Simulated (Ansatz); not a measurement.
# Ga2SeS: a relaxation

The task: find the equilibrium cell of Ga2SeS.

Program: Ansatz 0.2.0. Level of theory: DFT PBEsol, scalar-relativistic, plane waves, PAW. These are calculated values, not measurements.

**1. The starting structure**

It takes space group P-3m1 (No. 164, trigonal). The conventional cell has a = 3.727 Å, b = 3.727 Å, c = 16.273 Å, α = 90.00°, β = 90.00°, γ = 120.00°. Around Ga (site symmetry 3m) lie 3 Se at 2.47 Å and 1 Ga at 2.47 Å. Around Ga (site symmetry 3m) lie 3 S at 2.39 Å and 1 Ga at 2.47 Å. Se (site symmetry 3m) has 3 Ga at 2.47 Å as nearest neighbours. S (site symmetry 3m) has 3 Ga at 2.39 Å as nearest neighbours.

Coordinates:

```xyz
8
Lattice="3.7272 0.0000 0.0000 -1.8636 3.2278 0.0000 0.0000 0.0000 16.2735" Properties=species:S:1:pos:R:3 pbc="T T T"
Ga    0.0000    2.1519    5.2521
Ga    1.8636    1.0759   11.0214
Ga    1.8636    1.0759   13.4944
Ga    0.0000    2.1519    2.7791
Se    1.8636    1.0759    6.4603
Se    0.0000    2.1519    9.8132
S     0.0000    2.1519   14.5264
S     1.8636    1.0759    1.7471
```

Source of the structure: the Materials Project (structure only).

**2. Quick check of gap, pressure and forces**

input.yaml reads:

```yaml
crystal:
  lattice:
    - [3.7271946827, 0.0, 0.0]
    - [-1.8635973413, 3.22784528, 0.0]
    - [0.0, 0.0, 16.2734940003]
  atoms:
    - { symbol: Ga, position: [0.33333333, 0.66666667, 0.322737] }
    - { symbol: Ga, position: [0.66666667, 0.33333333, 0.677263] }
    - { symbol: Ga, position: [0.66666667, 0.33333333, 0.829226] }
    - { symbol: Ga, position: [0.33333333, 0.66666667, 0.170774] }
    - { symbol: Se, position: [0.66666667, 0.33333333, 0.39698] }
    - { symbol: Se, position: [0.33333333, 0.66666667, 0.60302] }
    - { symbol: S, position: [0.33333333, 0.66666667, 0.892642] }
    - { symbol: S, position: [0.66666667, 0.33333333, 0.107358] }
basis:
  ecutwfc: 420
kpoints:
  mp_grid: { grid: [6, 6, 1] }
hamiltonian:
  xc: pbesol
scf:
  occupations: { method: gaussian, width: 0.1 }
output:
  forces: true
  stress: true
  eigenvalues: true
```

Started as:

```
$ ansatz run input.yaml --threads 2 --pin off --max-ram 5120MiB --backend cpu --events-out ev --progress --plain --runs-dir out
```

Log (excerpt; [...] marks lines left out):

```text
Warning: RAYON_NUM_THREADS=2 ignored (pool sized by the plan → 2); use --threads N
[...]
Pseudopotentials: kind: paw
Pseudopotential: Ga, paw, valence charge 13, recommended cutoff 420 eV (normal), Ga.paw.azcp
Pseudopotential: Se, paw, valence charge 16, recommended cutoff 420 eV (normal), Se.paw.azcp
Pseudopotential: S, paw, valence charge 6, recommended cutoff 420 eV (normal), S.paw.azcp
Functional definition: PBEsol
[...]
Crystal: 8 atoms, lattice volume = 195.783 Å³
Basis set: ecut = 420 eV, 3871 PW (Γ), exchange–correlation on 50×50×240 points (8 copies of the dense FFT grid, shifted against one another)
Bands: 58, of which v1, the nominal top of the filled ones, is band 48 counted from 1 (47 counted from 0)
[...]
E sigma→0 (E₀):  -27595.687769 eV
Fermi energy:    6.447135 eV
[...]
--- Forces (eV/Å), atoms counted from 1 ---
  atom   1  Ga     0.00000000    -0.00000000    -0.00929076
  atom   2  Ga    -0.00000000     0.00000000     0.00929076
  atom   3  Ga     0.00000000     0.00000000    -0.06788970
  atom   4  Ga    -0.00000000    -0.00000000     0.06788970
  atom   5  Se    -0.00000000     0.00000000    -0.24806203
  atom   6  Se     0.00000000    -0.00000000     0.24806203
  atom   7  S      0.00000000    -0.00000000    -0.17438337
  atom   8  S      0.00000000     0.00000000     0.17438337
[...]
--- Stress (GPa, compression-positive) ---
       -2.617841      -0.000000      -0.000000
        0.000000      -2.617841       0.000000
       -0.000000       0.000000      -1.730859
  P = ⅓ Tr σ = -2.3222 GPa (-23.222 kbar)
--- Band table (eV; the first three rows and the last of 7) ---
[...]
```

It took 2.4 s on 2 threads of Arm Neoverse V1, shared host; peak memory 0.48 GiB.

Read-out: pressure -2.3 GPa, largest force 0.25 eV/Å, gap on this mesh 1.07 eV. The gap decides the next run's mesh: 12×12×2 points and a smearing of 0.02 eV.

(Part 1 of 3 ends here.)
